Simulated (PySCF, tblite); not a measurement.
# C7H8FO radical: geometry, infrared bands and EPR parameters

What infrared bands and EPR parameters should C7H8FO radical (`[CH2]C(=O)/C(F)=C\C=C/C`) show?

Programs: tblite 0.8.0 and PySCF 2.14.0, with density-fitted response routines of our own. Each step states its level of theory. These are calculated values for one molecule in the gas phase, unless marked as measured. Atoms count from 0, in the outputs and in this text.

### Step 1. The starting structure

17 atoms, charge 0, multiplicity 2; geometry from: force field or distance geometry start.

Bonds of the start (Å): C0–C1 1.48, C1–O2 1.22, C1–C3 1.49, C3–F4 1.36, C3–C5 1.35, C5–C6 1.44, C6–C7 1.34, C7–C8 1.49, C0–H9 1.07, C0–H10 1.08, C5–H11 1.09, C6–H12 1.08, C7–H13 1.10, C8–H14 1.10, C8–H15 1.10, C8–H16 1.09.

### Step 2. Optimising the geometry with GFN2-xTB

What the job is given:

```
{"job": {"kind": "relax", "xc": "GFN2-xTB", "basis": "xTB"}, "charge": 0, "multiplicity": 2}
C      3.708700     0.551800     0.203400
C      2.360400     0.006600    -0.078200
O      2.272200    -0.980400    -0.793200
C      1.222500     0.711400     0.576700
F      1.578200     1.763500     1.355600
C     -0.088100     0.409300     0.502100
C     -0.710400    -0.657900    -0.239700
C     -2.020200    -0.921200    -0.289300
C     -3.155600    -0.214800     0.369800
H      4.542000     0.063400    -0.253000
H      3.831300     1.414400     0.838700
H     -0.746400     1.059800     1.071000
H     -0.061900    -1.319500    -0.795100
H     -2.326000    -1.777900    -0.906100
H     -3.859400     0.166000    -0.389700
H     -2.851700     0.640500     0.989800
H     -3.702500    -0.903100     1.020300
```

The run is started by

```bash
> OMP_NUM_THREADS=1 python probes_run.py task.json out
```

The driver reads the jobs from task.json and runs them one after another.

**Question.** This job is followed by: GFN2-xTB harmonic vibrations, gas phase; UKS B3LYP, pcH-1 on C F H O, non-relativistic, mean-field spin-orbit, GIAO. What will the session give for the following? strongest single infrared mode (GFN2-xTB); zero-point energy (GFN2-xTB); g(iso) (B3LYP); ⟨S²⟩; largest a(iso) (averaged by class); potential on the surface of density 0.002 e/bohr³, 1st and 99th percentile.

**Answer**, as computed:

| quantity | value |
| --- | --- |
| strongest single infrared mode (GFN2-xTB) | 1629 cm⁻¹, 300 km/mol |
| zero-point energy (GFN2-xTB) | 78.9 kcal/mol |
| g(iso) (B3LYP) | 2.00489 |
| ⟨S²⟩ | 0.764 (exact 0.75) |
| largest a(iso) (averaged by class) | 13C on C0, 65.4 MHz |
| potential on the surface of density 0.002 e/bohr³, 1st and 99th percentile | -1.57 V and 1.13 V |

In words: Relaxing lowered the energy by 0.142 eV in 31 steps; the close pair that moved most is C0–C1, from 1.481 to 1.413 Å. All 45 modes are real, so the xTB geometry is a minimum. The strongest single mode, at 1629 cm⁻¹, moves mainly C7 and C6. Unscaled tight-binding wavenumbers are off by several per cent, some by more. Its intensities can rank the bands wrongly. The largest share of the spin, 0.86 e, sits on C0. The isotropic g lies 2.6 ppt above the free-electron value. These values are for one conformer; the search (at its own cheap level) found 1 more, at 0.28 kcal/mol, and measured spectra average over such forms.
